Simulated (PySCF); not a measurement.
**A diatomic session: YBr**

What are the lowest state that PBE0 finds, the bond length, vibrational wavenumber and bond energy of YBr, and how much do these hang on the method?

Method: Y def2-TZVPP with ECP28, Br def2-TZVPP, scalar-relativistic core potentials; program: PySCF 2.14.0.

## Step 1: The job

The job is set up so:

```yaml
atoms: Y, Br
charge: 0
basis: Y def2-TZVPP with ECP28, Br def2-TZVPP
Hamiltonian: scalar-relativistic core potentials
basis_functions: 104
electrons_treated: 46
masses_in_u: 88.9058, 78.9183
levels: PBE0, PBE, r²SCAN, BHandHLYP, M06, TPSSh, MN15, ωB97M-V, HF, MP2, SCS-MP2, CCSD, CCSD(T)
grid: 80 radial by 434 angular points
occupations: held fixed by the projection of orbital angular momentum
dissociation_limit: Y + Br, each in its ground configuration
starting_distance_in_angstrom: 2.580
values_of_2S_to_try: 0, 2, 4
```

Command:

```
OMP_NUM_THREADS=2 python dia.py task.json out
```

After this run come: The PBE0 curve of the state that the search chose; Excited determinants; PBE (GGA); r²SCAN (meta-GGA); BHandHLYP (global hybrid GGA); M06 (hybrid meta-GGA); TPSSh (hybrid meta-GGA); MN15 (hybrid meta-GGA); ωB97M-V (range-separated hybrid); RHF (mean field); Adding correlation.

Before running it: what results should come out? Wanted: for each run, Re; ωe; De; μ.

The runs gave:

Lowest PBE0 solution found, without spin–orbit coupling: ¹Σ⁺ (singlet), closed shell. State 2 has its PBE0 minimum 0.37 eV higher. State 3 has its PBE0 minimum 0.69 eV higher. State 4 has its PBE0 minimum 0.80 eV higher, as a spin-mixed determinant (⟨S²⟩ = 1.00), so this is no gap between pure states. The other levels ran on the lowest alone.

```
      level  Re (Å)  ωe (cm⁻¹)  De (eV)  μ (D)
        RHF   2.619      252.5     3.69  -2.96
    RHF-MP2   2.552      269.4     5.05    n/a
RHF-SCS-MP2   2.568      264.8     4.90    n/a
   RHF-CCSD   2.576      263.2     4.68    n/a
RHF-CCSD(T)   2.571      264.5     4.81    n/a
        PBE   2.540      266.1     4.71  -2.30
     r²SCAN   2.542      270.6     4.58  -2.51
      TPSSh   2.549      267.4     4.65  -2.54
       PBE0   2.538      270.3     4.63  -2.55
        M06   2.537      273.1     4.61  -2.81
       MN15   2.539      268.7     4.65  -2.85
  BHandHLYP   2.564      264.8     4.42  -2.98
    ωB97M-V   2.556      266.3     4.69  -2.97
```

De is counted to Y + Br in their ground configurations. A positive dipole means Y(−)Br(+).

Differences from CCSD(T) in the same basis:

```
      level  Re (mÅ)  ωe (%)
        RHF      +48    -4.6
    RHF-MP2      -19    +1.9
RHF-SCS-MP2       -3    +0.1
   RHF-CCSD       +5    -0.5
        PBE      -31    +0.6
     r²SCAN      -29    +2.3
      TPSSh      -22    +1.1
       PBE0      -33    +2.2
        M06      -34    +3.3
       MN15      -32    +1.6
  BHandHLYP       -7    +0.1
    ωB97M-V      -16    +0.7
```

What this shows: Judged by CCSD(T) in the same basis: best bond length RHF-SCS-MP2 (-3 mÅ), worst RHF (+48 mÅ); best wavenumber RHF-SCS-MP2 and BHandHLYP (+0.1 %), worst RHF (-4.6 %). Of the levels with a De here, RHF gives the least (3.69 eV) and RHF-MP2 the most (5.05 eV).

Correlated steps freeze 9 core orbitals. Spin–orbit coupling is left out.
